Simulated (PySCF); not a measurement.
# C₄H₈IN: NMR shieldings, spin-spin couplings, relativistic core levels, part 2 of 2

PySCF 2.14.0. Atoms count from 0. Earlier steps stand in the parts before.

### 7 NMR shieldings: PBE0/pcJ-1 I:dyall-v2z, non-relativistic

What the job is given:

```
{"job": {"kind": "hnmr", "xc": "PBE0", "basis": {"default": "pcJ-1", "I": "dyall-v2z"}, "rel": "nr"}, "charge": 0, "multiplicity": 1}
C      2.308570    -0.297967    -0.141895
C      0.925020     0.183245    -0.423176
I      0.876151     2.054592    -1.434262
C     -0.203761    -0.450968    -0.095381
C     -1.628656    -0.021029    -0.285064
N     -2.297661     0.402963     0.933509
H      2.271288    -1.263040     0.386392
H      2.863793     0.422575     0.479313
H      2.881204    -0.430349    -1.073325
H     -0.059251    -1.403850     0.435377
H     -1.673823     0.800274    -1.016790
H     -2.200653    -0.856419    -0.722692
H     -1.779110     1.171563     1.356390
H     -2.296863    -0.348753     1.621309
```

With the program's defaults for keys left out, this is: PBE0/pcJ-1 I:dyall-v2z GIAO NMR shielding, non-relativistic, Gaussian nuclei, gas phase.

Log:

```text
non-relativistic SCF
coarse grid: 53648 points
cycle   1  E = -7131.6169786440  dE = -2.446e+02  |g| = 8.522e+00  |ddm| = 3.917e+00
cycle   2  E = -7131.7151694962  dE = -9.819e-02  |g| = 2.351e+00  |ddm| = 1.257e+00
cycle   3  E = -7131.7769087095  dE = -6.174e-02  |g| = 1.022e+00  |ddm| = 1.376e+00
cycle   4  E = -7131.8535195455  dE = -7.661e-02  |g| = 2.999e-01  |ddm| = 9.177e-01
cycle   5  E = -7131.8737384738  dE = -2.022e-02  |g| = 8.870e-02  |ddm| = 3.245e-01
cycle   6  E = -7131.8753335651  dE = -1.595e-03  |g| = 2.164e-02  |ddm| = 8.583e-02
cycle   7  E = -7131.8754547918  dE = -1.212e-04  |g| = 4.364e-03  |ddm| = 2.748e-02
cycle   8  E = -7131.8754587520  dE = -3.960e-06  |g| = 1.378e-03  |ddm| = 6.341e-03
final grid: 112848 points
cycle   9  E = -7131.8757502997  dE =  3.181e-07  |g| = 1.966e-03  |ddm| = 3.525e-03
cycle  10  E = -7131.8757492437  dE =  1.056e-06  |g| = 2.851e-03  |ddm| = 4.625e-03
cycle  11  E = -7131.8757511507  dE = -1.907e-06  |g| = 2.582e-04  |ddm| = 2.917e-03
cycle  12  E = -7131.8757511657  dE = -1.497e-08  |g| = 1.078e-04  |ddm| = 3.499e-04
cycle  13  E = -7131.8757511681  dE = -2.421e-09  |g| = 3.800e-05  |ddm| = 1.075e-04
converged SCF energy = -7131.8757511681
check of the scalar solution
cycle   1  E = -7131.8757511681  dE = -7.132e+03  |FDS-SDF| = 3.800e-05
cycle   2  E = -7131.8757511679  dE =  1.764e-10  |FDS-SDF| = 5.022e-05
converged, E = -7131.8757511679

Field gradients (au) and densities at the nuclei (bohr^-3)
atom        Vxx        Vyy        Vzz        centre      nuclear mean
  0 C     -0.0486    -0.0576     0.1061        125.154        125.152
  1 C      0.0486     0.2821    -0.3307        125.381        125.379
  2 I     -4.5514    -5.1939     9.7453     104143.414     103767.159
  3 C     -0.0578    -0.1815     0.2393        125.341        125.338
  4 C     -0.0180    -0.1685     0.1865        125.130        125.127
  5 N      0.4537     0.6447    -1.0984        203.081        203.075
  6 H     -0.1333    -0.1493     0.2827          0.471          0.471
  7 H     -0.1335    -0.1464     0.2799          0.469          0.469
  8 H     -0.1336    -0.1464     0.2801          0.469          0.469
  9 H     -0.1292    -0.1562     0.2854          0.469          0.469
 10 H     -0.1305    -0.1403     0.2708          0.477          0.477
 11 H     -0.1328    -0.1417     0.2745          0.478          0.478
 12 H     -0.1547    -0.2197     0.3744          0.477          0.477
 13 H     -0.1562    -0.2218     0.3780          0.478          0.478

Core orbital energies (eV)
atom   shell        mean    spread
  2 I  1s       -31741.662   0.000
  2 I  2s        -4806.147   0.000
  2 I  3s         -977.602   0.000
  2 I  4s         -173.969   0.000
  2 I  5s          -18.077   0.000
  2 I  2p        -4513.905   0.051
  2 I  3p         -854.266   0.145
  2 I  4p         -130.227   0.364
  2 I  3d         -625.745   0.135
  2 I  4d          -55.336   0.435

Shielding tensors (ppm)
atom      isotropic    diamagn.    paramagn.     s11        s22        s33       span
  0 C       150.13      245.24      -95.11     122.66     138.61     189.12      66.46
  1 C        46.73      256.69     -209.96     -37.23      72.80     104.62     141.84
  2 I      3712.87     5505.49    -1792.62    2746.54    3228.18    5163.91    2417.37
  3 C        37.06      254.20     -217.13     -77.19      63.12     125.27     202.46
  4 C       134.84      243.47     -108.63     114.20     136.33     153.99      39.79
  5 N       226.11      321.92      -95.81     204.03     232.50     241.81      37.78
  6 H        29.34       29.09        0.25      24.52      27.19      36.30      11.79
  7 H        29.11       28.48        0.63      24.34      27.85      35.14      10.79
  8 H        29.08       28.40        0.68      24.19      27.83      35.23      11.04
  9 H        25.17       32.44       -7.27      22.17      24.62      28.71       6.54
 10 H        27.90       29.40       -1.50      22.16      27.81      33.74      11.58
 11 H        28.21       29.22       -1.01      23.43      27.33      33.89      10.46
 12 H        31.19       31.53       -0.34      23.61      31.57      38.40      14.79
 13 H        31.18       31.42       -0.24      24.69      28.01      40.83      16.13
```

Run time: 94 s. Hardware: 1 thread of Intel Xeon Platinum 8488C, shared host; peak memory 1.6 GiB.

### 8 Spin-spin couplings: PBE0/pcJ-1 I:dyall-v2z, non-relativistic

The job, as its differences from that of step 7:

```diff
@@ -1,2 +1,2 @@
-{"job": {"kind": "hnmr", "xc": "PBE0", "basis": {"default": "pcJ-1", "I": "dyall-v2z"}, "rel": "nr"}, "charge": 0, "multiplicity": 1}
+{"job": {"kind": "hj", "xc": "PBE0", "basis": {"default": "pcJ-1", "I": "dyall-v2z"}, "rel": "nr", "atoms": [2]}, "charge": 0, "multiplicity": 1}
 C      2.308570    -0.297967    -0.141895
```

Method: PBE0/pcJ-1 I:dyall-v2z indirect spin-spin coupling, non-relativistic, Gaussian nuclei, gas phase.

Log:

```text
non-relativistic SCF
coarse grid: 53648 points
cycle   1  E = -7131.6169786440  dE = -2.446e+02  |g| = 8.522e+00  |ddm| = 3.917e+00
cycle   2  E = -7131.7151694962  dE = -9.819e-02  |g| = 2.351e+00  |ddm| = 1.257e+00
cycle   3  E = -7131.7769087095  dE = -6.174e-02  |g| = 1.022e+00  |ddm| = 1.376e+00
cycle   4  E = -7131.8535195455  dE = -7.661e-02  |g| = 2.999e-01  |ddm| = 9.177e-01
cycle   5  E = -7131.8737384738  dE = -2.022e-02  |g| = 8.870e-02  |ddm| = 3.245e-01
cycle   6  E = -7131.8753335651  dE = -1.595e-03  |g| = 2.164e-02  |ddm| = 8.583e-02
cycle   7  E = -7131.8754547918  dE = -1.212e-04  |g| = 4.364e-03  |ddm| = 2.748e-02
cycle   8  E = -7131.8754587520  dE = -3.960e-06  |g| = 1.378e-03  |ddm| = 6.341e-03
final grid: 112848 points
cycle   9  E = -7131.8757502997  dE =  3.181e-07  |g| = 1.966e-03  |ddm| = 3.525e-03
cycle  10  E = -7131.8757492437  dE =  1.056e-06  |g| = 2.851e-03  |ddm| = 4.625e-03
cycle  11  E = -7131.8757511507  dE = -1.907e-06  |g| = 2.582e-04  |ddm| = 2.917e-03
cycle  12  E = -7131.8757511657  dE = -1.497e-08  |g| = 1.078e-04  |ddm| = 3.499e-04
cycle  13  E = -7131.8757511681  dE = -2.421e-09  |g| = 3.800e-05  |ddm| = 1.075e-04
converged SCF energy = -7131.8757511681
two-component SCF
cycle   1  E = -7131.8757511681  dE = -7.132e+03  |FDS-SDF| = 3.800e-05
cycle   2  E = -7131.8757511679  dE =  1.910e-10  |FDS-SDF| = 5.022e-05
converged, E = -7131.8757511679

Indirect spin-spin couplings
  i        j     bonds      J/Hz   K/1e19 T2/J   anisotropy/Hz
  2 127I    0  13C    2        9.69       15.92        46.3
  2 127I    1  13C    1     -138.62     -227.75       184.4
  2 127I    3  13C    2       -2.68       -4.40       -60.4
  2 127I    4  13C    3        6.39       10.50        24.2
  2 127I    5  15N    4        0.51       -2.08         1.1
  2 127I    6   1H    3       22.74        9.40        49.6
  2 127I    7   1H    3        1.82        0.75        11.7
  2 127I    8   1H    3        1.90        0.79        11.9
  2 127I    9   1H    3        4.08        1.69        67.8
  2 127I   10   1H    4       -3.91       -1.61        -7.2
  2 127I   11   1H    4       -0.05       -0.02        -4.1
  2 127I   12   1H    5        0.19        0.08         3.4
  2 127I   13   1H    5       -0.14       -0.06         1.5
```

Run time: 3 min. Hardware: 1 thread of Intel Xeon Platinum 8488C, shared host; peak memory 1.4 GiB.

### 9 Shieldings side by side

```
                                             run      I2    C1     N5     C4    C3     C0    H9     time
      step 3, PBE0/pcJ-1 I:dyall-v2z, spin–orbit  4960.6  74.3  228.1  133.0  38.8  149.1  25.9  5.1 min
       step 6, PBE0/pcJ-1 I:dyall-v2z, spin-free  3647.5  42.1  225.8  135.1  38.2  150.4  25.2  1.7 min
step 7, PBE0/pcJ-1 I:dyall-v2z, non-relativistic  3712.9  46.7  226.1  134.8  37.1  150.1  25.2     94 s
```

### 10 Results

This closing draws on all 2 parts.

| quantity | value |
| --- | --- |
| point group | C1 |
| rotational constants (main isotopes) | 2.79, 1.15, 0.86 GHz |
| energy from spin-orbit coupling (step 3, PBE0/pcJ-1 I:dyall-v2z, spin–orbit) | -1.2351 Eh |
| shieldings (step 3, PBE0/pcJ-1 I:dyall-v2z, spin–orbit) | C0 149.1, C1 74.3, I2 4960.6, C3 38.8, C4 133.0, N5 228.1 ppm |
| energy from spin-orbit coupling (step 4, PBE0/pcJ-1 I:dyall-v2z, spin–orbit) | -1.2351 Eh |
| largest reduced coupling (step 4, PBE0/pcJ-1 I:dyall-v2z, spin–orbit) | I2–C1: J = -168.5 Hz, K = -277·10¹⁹ T²/J |
| I2 3d5/2 binding energy (step 5, PBE0/pcJ-1 I:dyall-v2z, spin–orbit) | 623.6 eV, 3d3/2 635.4 eV |
| energy from spin-orbit coupling (step 5, PBE0/pcJ-1 I:dyall-v2z, spin–orbit) | -1.2351 Eh |
| shieldings (step 6, PBE0/pcJ-1 I:dyall-v2z, spin-free) | C0 150.4, C1 42.1, I2 3647.5, C3 38.2, C4 135.1, N5 225.8 ppm |
| shieldings (step 7, PBE0/pcJ-1 I:dyall-v2z, non-relativistic) | C0 150.1, C1 46.7, I2 3712.9, C3 37.1, C4 134.8, N5 226.1 ppm |
| largest reduced coupling (step 8, PBE0/pcJ-1 I:dyall-v2z, non-relativistic) | I2–C1: J = -138.6 Hz, K = -228·10¹⁹ T²/J |

The optimisation took 9 steps and gained 0.217 eV; among the close pairs (by a distance rule), C1–C3 changed most, from 1.285 to 1.336 Å. No frequency check was run at this level, so the end point may be a saddle. In step 3, I2 has the widest tensor, 2036 ppm. Couplings to heavy atoms from non-relativistic runs lack large relativistic terms. I2 moves most between the runs, by 1313 ppm; the labels say what changes from run to run.
